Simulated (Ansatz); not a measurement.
Write a Python script for the Ansatz DFT code, driven from Python that makes a surface slab of NaSe, space group Fm-3m. Use (first run): PBEsol, PAW, cutoff 470 eV, 4×4×1 k-points, Fermi-Dirac smearing of 0.1 eV.

```
CELL_PARAMETERS angstrom
0.00000 2.99326 2.99326
2.99326 0.00000 2.99326
2.99326 2.99326 0.00000
ATOMIC_POSITIONS crystal
Na 0.00000 0.00000 0.00000
Se 0.50000 0.50000 0.50000
```

Script `run_slab.py`:
```python
"""Cutting and solving a surface of NaSe."""

import ansatz as az
from ase import Atoms
from ase.build import surface
import numpy as np


def main() -> None:
    atoms = Atoms(
        ["Na", "Se"],
        scaled_positions=[
            [0.0, 0.0, 0.0],
            [0.5, 0.5, 0.5],
        ],
        cell=[
            [0.0, 2.993261, 2.993261],
            [2.993261, 0.0, 2.993261],
            [2.993261, 2.993261, 0.0],
        ],
        pbc=True,
    )
    # the plane is named in the basis of this cell
    slab = surface(atoms, (1, 1, 0), 4, vacuum=7.0)
    slab.pbc = True

    print(slab.get_chemical_formula(), "area {:.3f} A^2, cell height {:.2f} A".format(np.linalg.norm(np.cross(slab.cell[0], slab.cell[1])), slab.cell[2, 2]))


    def common(structure):
        return (
            az.Crystal.from_ase(structure).calculation()
            .functional("pbesol")
            .basis(470)
            .occupations("fermi_dirac")
            .scf(tolerance=1e-07)
        )


    calculation = (
        common(slab)
        .kpoints(4, 4, 1)
        .electric_field(axis=3, dipole_correction=True)
        .potential()
        .forces()
    )
    result = calculation.run(threads=1)
    data = result.report

    print(f"slab free energy {data['free_energy_ev']:.4f} eV, Fermi level {data['fermi_energy_ev']:.3f} eV")
    face = data["work_function"]
    print("work function (eV), upper and lower face:", *(round(face[k], 3) for k in ("phi_plus_ev", "phi_minus_ev") if face.get(k) is not None))
    print(f"dipole {face['dipole_moment_e_ang']:+.4f} e A")

    # two faces, so half the excess energy for each
    bulk = common(atoms).kpoints(7, 7, 7).run(threads=1).report
    excess = data["free_energy_ev"] - bulk["free_energy_ev"] * len(slab) / len(atoms)
    area = np.linalg.norm(np.cross(slab.cell[0], slab.cell[1]))
    print(f"mean surface energy {excess / (2 * area) * 16.02177:.3f} J/m^2 ({1000 * excess / (2 * area):.1f} meV/A^2)")

    v = result.potential()
    profile = (v.v_es_ev + (0 if v.v_field_ev is None else v.v_field_ev)).mean(axis=(0, 1))
    height = result.lattice.cell_ang[2][2]
    print("z (A)   planar potential less the Fermi level (eV)")
    for i in range(0, len(profile), max(len(profile) // 24, 1)):
        print(f"{i * height / len(profile):6.2f} {profile[i] - data['fermi_energy_ev']:9.3f}")


if __name__ == "__main__":
    main()
```

`python run_slab.py` gives:
```text
Na4Se4 area 17.919 A^2, cell height 22.98 A
RunWarning: The output density's exchange-correlation potential varies sharply where the density is thin. Do not read a vacuum level from v_tot or v_xc, or from such a field of the output density. On [...]
slab free energy -27602.8782 eV, Fermi level -0.913 eV
work function (eV), upper and lower face: 5.355 5.354
dipole -0.0001 e A
mean surface energy 0.188 J/m^2 (11.7 meV/A^2)
z (A)   planar potential less the Fermi level (eV)
  0.00     5.354
  0.89     5.354
  1.79     5.354
  2.68     5.354
  3.57     5.351
  4.47     5.317
  5.36     4.946
  6.26     0.795
  7.15    -4.804
  8.04     3.670
  8.94     3.746
  9.83    -4.642
 10.72     0.900
 11.62     4.642
 12.51    -1.813
 13.40    -2.405
 14.30     4.613
 15.19     1.511
 16.09    -5.038
 16.98     3.077
 17.87     5.148
 18.77     5.335
 19.66     5.353
 20.55     5.354
 21.45     5.354
 22.34     5.354
```
(Warnings from the package without file and line, shortened.)

What to keep in mind:
- Absolute energies stand on the zero of these potentials, so only differences at equal settings mean something. A total without «per atom» is that of the cell as typed.
- The mesh is modest for a metal, so energies can be off by several to tens of meV an atom and pressures by half a GPa or more; differences at equal mesh fare better.
- Only differences from the Fermi energy are physical; the zero of the scale is a convention.
- This cell is a computed structure, which may not be the phase found in nature.
- The slab is thin and cut from the structure as given; a cut can leave two unlike or polar faces, and the surface energy is then their mean. Miller indices refer to the vectors of the cell as typed, and the lattice isn't relaxed for this functional, so relaxation and surface energy can hold strain.
- Wall time of the script: 16 s on 1 thread of Arm Neoverse V2, on a shared host, peak memory 0.69 GiB.

(Lines on the test bed's own set-up are left out of the output.)
